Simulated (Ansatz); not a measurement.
# C₂H₇GaSe: a ladder of functionals and wavefunction methods

The task here is to estimate one member of a computed series from the others.

Program: Ansatz 0.2.0, Gaussian basis. Level of theory: functionals in def2-TZVPP, the program's frozen cores in correlated methods. These are calculated values, not measurements.

Plan: PBE-D4, r2SCAN-D4, PBE0-D4, B3LYP-D4, ωB97X-V, ωB97M-V, B2PLYP; CCSD(T)/def2-TZVPP; MP2/def2-QZVPP; extrapolation to the limit.

## The relaxed structure

All runs share one geometry, relaxed beforehand with PBE0-D4 in a triple-zeta def2 set.

SMILES `C[CH2][GaH][SeH]`, 11 atoms, charge 0, spin multiplicity 1.

Atoms are counted from 1 here; the program's logs count them from 0.

Bond lengths: C1–C2 1.521 Å, C1–H5 1.093 Å, C1–H6 1.094 Å, C1–H7 1.093 Å, C2–Ga3 1.971 Å, C2–H8 1.096 Å, C2–H9 1.096 Å, Ga3–Se4 2.332 Å, Ga3–H10 1.566 Å, Se4–H11 1.469 Å. Angles: C2–C1–H5 111.7°, C2–C1–H6 111.6°, C2–C1–H7 111.7°, H5–C1–H6 107.2°, H5–C1–H7 107.2°, H6–C1–H7 107.2°, C1–C2–Ga3 116.2°, C1–C2–H8 111.0°, C1–C2–H9 111.0°, Ga3–C2–H8 106.4°, Ga3–C2–H9 106.4°, H8–C2–H9 105.3°, C2–Ga3–Se4 119.8°, C2–Ga3–H10 126.4°, Se4–Ga3–H10 113.8°, Ga3–Se4–H11 93.6°.

Set-up of the first run:

Input file in.yaml:

```yaml
crystal:
  periodic: [false, false, false]
  atoms:
    - {symbol: C, position_ang: [-1.190608, 0.510751, 0.316371]}
    - {symbol: C, position_ang: [0.235788, 0.454144, 0.841311]}
    - {symbol: Ga, position_ang: [1.523788, -0.564728, -0.249319]}
    - {symbol: Se, position_ang: [0.813789, -1.599679, -2.215288]}
    - {symbol: H, position_ang: [-1.238836, 0.971589, -0.673689]}
    - {symbol: H, position_ang: [-1.840145, 1.093335, 0.976351]}
    - {symbol: H, position_ang: [-1.629111, -0.486810, 0.229717]}
    - {symbol: H, position_ang: [0.652963, 1.461500, 0.952299]}
    - {symbol: H, position_ang: [0.266710, 0.017014, 1.845882]}
    - {symbol: H, position_ang: [3.044650, -0.773322, 0.061647]}
    - {symbol: H, position_ang: [-0.573688, -1.140893, -2.064683]}
basis:
  gaussian: {orbitals: def2-TZVPP}
hamiltonian: {xc: pbe, dispersion: d4}
output: {forces: true, orbitals: {seedname: orbitals}}
```

Command:

```
$ ansatz run in.yaml --threads 4 --pin off --events-out ev --progress --plain --max-ram 10444MiB
```

Steps of the session up to this table: PBE-D4 (GGA); r2SCAN-D4 (meta-GGA); PBE0-D4 (hybrid); B3LYP-D4 (hybrid); ωB97X-V (range-separated); ωB97M-V (range-separated); B2PLYP (double hybrid); CCSD(T) in def2-TZVPP; MP2 in def2-QZVPP.

One table of the session follows, with a row left open; its other results are not shown here.

```
            method  atomisation energy (kJ/mol)
            PBE-D4                       3687.5
         r2SCAN-D4                       3668.5
           PBE0-D4                       3656.4
          B3LYP-D4                       3638.4
           ωB97X-V                       3661.8
           ωB97M-V                       3642.7
            B2PLYP                       3605.2
     HF/def2-TZVPP                       2717.9
    MP2/def2-TZVPP                       3609.8
   CCSD/def2-TZVPP                       3546.5
CCSD(T)/def2-TZVPP                       3592.3
           MP2/CBS                       3686.0
       CCSD(T)/CBS                            ?
```

**Question.** Estimate the row for CCSD(T)/CBS.

**Answer.** atomisation energy (kJ/mol): 3668.6. In the column «atomisation energy (kJ/mol)» it lies between r2SCAN-D4 (3668.5) and MP2/CBS (3686.0).

Among the levels timed on like hardware and quicker than the yardstick, those that no quicker one beats, quickest first: PBE-D4 (3 s, +18.9 kJ/mol); PBE0-D4 (4.1 s, -12.2 kJ/mol); r2SCAN-D4 (6 s, -0.1 kJ/mol).

B2PLYP carry no dispersion term (for B3LYP, D4 adds 38.8 kJ/mol).

Limits of these values: Free atoms (2 C, 1 Ga, 1 Se, 7 H) were run apart at each level; the atomisation energy is their sum less the molecule, without zero-point or spin-orbit terms. All levels share the lack of spin-orbit coupling, which lowers the free heavy atoms and so the true binding.
